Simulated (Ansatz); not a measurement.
# SnH₃F: how energies converge with the basis set

The task here is to estimate one member of a computed series from the others.

Computed with Ansatz 0.2.0, Gaussian basis. Level: one geometry, several basis sets.

The runs, in order: PBE0-D4/def2-SVP; ωB97M-V/def2-SVP; PBE0-D4/def2-QZVPP; ωB97M-V/def2-QZVPP; the functionals' def2-TZVPP values are taken from earlier runs.

## The relaxed structure

An earlier PBE0-D4 in a triple-zeta def2 set relaxation fixed the geometry. Sn takes the def2 core potential; no spin-orbit term is included.

5 atoms, charge 0, spin multiplicity 1.

Atoms are counted from 1 here; the program's logs count them from 0.

Bond lengths: F1–Sn2 1.926 Å, Sn2–H3 1.701 Å, Sn2–H4 1.701 Å, Sn2–H5 1.701 Å. Angles: F1–Sn2–H3 104.7°, F1–Sn2–H4 104.7°, F1–Sn2–H5 104.7°, H3–Sn2–H4 113.8°, H3–Sn2–H5 113.8°, H4–Sn2–H5 113.8°.

Set-up of the first run:

The input, in.yaml:

```yaml
crystal:
  periodic: [false, false, false]
  atoms:
    - {symbol: F, position_ang: [-1.285011, 0.718292, 1.005022]}
    - {symbol: Sn, position_ang: [0.100384, -0.065890, -0.079026]}
    - {symbol: H, position_ang: [-0.528442, -0.054778, -1.659125]}
    - {symbol: H, position_ang: [0.318914, -1.626454, 0.560621]}
    - {symbol: H, position_ang: [1.444057, 0.955230, 0.131007]}
basis:
  gaussian: {orbitals: def2-SVP}
hamiltonian: {xc: pbe0, dispersion: d4}
output: {orbitals: {seedname: orbitals}}
```

Steps of the session up to this table: PBE0-D4 in def2-SVP; ωB97M-V in def2-SVP; PBE0-D4 in def2-QZVPP; ωB97M-V in def2-QZVPP.

One table of the session follows, with a row left open; its other results are not shown here.

It belongs to the step «Functionals by basis». 

| functional | basis | HOMO (eV) |
| --- | --- | --- |
| PBE0-D4 | def2-SVP | -9.20 |
| PBE0-D4 | def2-TZVPP | -9.37 |
| PBE0-D4 | def2-QZVPP | -9.40 |
| ωB97M-V | def2-SVP | -11.41 |
| ωB97M-V | def2-TZVPP | -11.62 |
| ωB97M-V | def2-QZVPP | ? |

**Question.** Estimate the row for ωB97M-V, def2-QZVPP.

The run gave: HOMO (eV): -11.65. In the column «HOMO (eV)» it is the lowest.
